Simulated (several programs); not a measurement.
# Na2BrF (ordering on rocksalt) from semi-empirical methods to plane-wave DFT

Na2BrF as one 4-atom ordering (R-3m) on the rocksalt lattice, relaxed with r2SCAN in Ansatz, was computed with several methods. The symmetry is R-3m (No. 166, trigonal); conventional cell a = 3.760 Å, c = 18.385 Å, 18.76 Å³ an atom. F is surrounded by 6 Na at 2.49 Å; Br is surrounded by 6 Na at 2.85 Å; Na is surrounded by 3 F at 2.49 Å and 3 Br at 2.85 Å. All values are calculated for a non-magnetic cell, which may be hypothetical.

```cif
data_structure
_symmetry_space_group_name_H-M 'P 1'
_symmetry_Int_Tables_number 1
_cell_length_a 6.5015
_cell_length_b 6.5015
_cell_length_c 6.5015
_cell_angle_alpha 33.615
_cell_angle_beta 33.615
_cell_angle_gamma 33.615
_cell_volume 75.03
loop_
_atom_site_label
_atom_site_type_symbol
_atom_site_fract_x
_atom_site_fract_y
_atom_site_fract_z
_atom_site_occupancy
F1 F 0.00000 0.00000 0.00000 1
Br1 Br 0.50000 0.50000 0.50000 1
Na1 Na 0.26734 0.26734 0.26734 1
Na2 Na 0.73266 0.73266 0.73266 1
```

Gaps and times are for a single point on this cell; volume and bulk modulus come from each method's own relaxation or energy curve at fixed shape, which is too stiff where a cell has free coordinates or axes. Times are rough, from shared hosts (AMD EPYC 9R45; Arm Neoverse V1), and each method has its own mesh and cell size. A double dagger marks a value from a curve with shape and coordinates held. PM6 (MOPAC), PM7 (MOPAC), GFN1-xTB (tblite), GFN2-xTB (tblite) treat a cluster of cells at its zone centre, which samples few k points: where these miss a band edge, the gap comes out too large for that reason alone. Gaps from k meshes are read at a limited set of points (mesh, symmetry points, PBE's band edges), so each method's own least gap may be somewhat smaller. Force fields have no electrons; where one was fitted to this phase, its volume and modulus reflect the fit. xTB and the PM methods were fitted mostly to molecules, and can miss a solid's gap by electronvolts. Minimal bases can be far off for gaps. Times of the plane-wave rungs are withheld (a dash), since they come from other jobs, hosts and meshes; the meshes of hybrids and Hartree-Fock don't converge their gaps to the digits shown. GLLB-SC's gap includes the derivative discontinuity. G0W0 is at finite bands, cutoff and mesh. d marks a direct gap, i an indirect one (no mark: not told apart), a dash a value that wasn't computed or didn't pass its checks.

```
                               method              kind  gap (eV)  own volume (Å³/atom)  bulk modulus (GPa)  atoms computed  processor time
                  ffield.eim (LAMMPS)       force field         –                     –                   –               4          0.15 s
     light PBE (260 eV, its own mesh)  light plane-wave    3.15 d                     –                   –               4          0.53 s
                                  PBE         semilocal    3.16 d                 19.80                 28‡               4               –
                          PM7 (MOPAC)    semi-empirical     13.51                     –                   –         cluster           3.9 s
                    GFN1-xTB (tblite)     tight binding      1.41                19.87‡                 20‡         cluster           4.9 s
                          PM6 (MOPAC)    semi-empirical      8.32                     –                   –         cluster           5.2 s
                               r2SCAN         semilocal    3.80 d                 18.76                 33‡               4               –
                    GFN2-xTB (tblite)     tight binding      2.07                     –                   –         cluster           7.9 s
                       PBE/SZV (CP2K)       small basis    2.52 d                     –                   –               4            37 s
                       GLLB-SC (GPAW)   model potential      6.78                     –                   –               4            40 s
                      PBE/DZVP (CP2K)       small basis    3.08 d                     –                   –               4            44 s
                              PBE+SOC         semilocal    2.98 d                     –                   –               4               –
               PBE/single zeta (GPAW)       small basis    3.02 d                     –                   –               4            79 s
G0W0@r2SCAN (140 eV screening cutoff)         many-body      6.31                     –                   –               4               –
                                 PBE0            hybrid    5.14 d                     –                   –               4               –
                                HSE06            hybrid    4.42 d                     –                   –               4               –
 G0W0@HSE06 (140 eV screening cutoff)         many-body      6.59                     –                   –               4               –
   G0W0@PBE (210 eV screening cutoff)         many-body      6.04                     –                   –               4               –
```

Against HSE06 (4.42 eV) the nearest gap at the points sampled is that of r2SCAN (-0.62 eV) and the farthest that of PM7 (MOPAC) (+9.09 eV). HSE06 is only a yardstick of convenience: for gaps this wide it usually falls short of measured ones, so a larger value can be the better one.

Volumes against r2SCAN's: PBE +5.6 %.

Only the rows marked +SOC include spin-orbit coupling.
